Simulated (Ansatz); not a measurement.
# Al2BH6N: the cost of one run

Method: UKS PBE-D4/cc-pVDZ, in Ansatz 0.2.0.

## Step 1: The structure to begin with

Bond lengths: B1–N2 1.429 Å, N2–Al3 1.832 Å, N2–Al4 1.831 Å, B1–H5 1.184 Å, B1–H6 1.190 Å, Al3–H7 1.544 Å, Al3–H8 1.539 Å, Al4–H9 1.545 Å, Al4–H10 1.539 Å. Angles: B1–N2–Al3 107.9°, B1–N2–Al4 111.7°, Al3–N2–Al4 140.4°, N2–B1–H5 120.3°, N2–B1–H6 119.0°, H5–B1–H6 120.7°, N2–Al3–H7 118.9°, N2–Al3–H8 120.7°, H7–Al3–H8 120.4°, N2–Al4–H9 119.0°, N2–Al4–H10 120.7°, H9–Al4–H10 120.4°.

Structure file:

```xyz
10

B    -1.0788    0.4681   -0.6976
N     0.0511   -0.0042    0.0390
Al    0.2154   -1.8022   -0.2731
Al    0.8626    1.3448    0.9731
H    -1.3880    1.6102   -0.6514
H    -1.7014   -0.3037   -1.3555
H     1.5011   -2.3271   -0.9490
H    -0.8877   -2.7806    0.1684
H     1.1759    1.1338    2.4709
H     1.2498    2.6609    0.2752
```

## Step 2: End point A

input.yaml

```yaml
crystal:
  periodic: [false, false, false]
  atoms:
    - { symbol: B, position_ang: [-1.07877, 0.46807, -0.69764] }
    - { symbol: "N", position_ang: [0.05113, -0.00419, 0.03899] }
    - { symbol: Al, position_ang: [0.21541, -1.8022, -0.27308] }
    - { symbol: Al, position_ang: [0.86258, 1.34482, 0.97314] }
    - { symbol: H, position_ang: [-1.38798, 1.61025, -0.65138] }
    - { symbol: H, position_ang: [-1.70144, -0.30369, -1.35552] }
    - { symbol: H, position_ang: [1.50111, -2.32714, -0.949] }
    - { symbol: H, position_ang: [-0.88772, -2.78062, 0.16844] }
    - { symbol: H, position_ang: [1.17592, 1.1338, 2.4709] }
    - { symbol: H, position_ang: [1.24977, 2.6609, 0.27516] }
magnetization:
  spin_polarized: true
basis:
  gaussian: { orbitals: cc-pVDZ }
hamiltonian:
  xc: pbe
  dispersion: d4
relax:
  f_tol: 0.02
  max_steps: 50
output:
  orbitals: {}
```

The run is started by

```sh
$ ansatz run input.yaml --threads 2 --pin off --max-ram 3072MiB --backend cpu --events-out ev --progress --plain --runs-dir out
```

**Question.** How long does this run take on 2 threads of Intel Xeon Platinum 8488C (Sapphire Rapids), shared host, and how much memory does it need?

About 22 s, with a peak of 0.18 GiB.
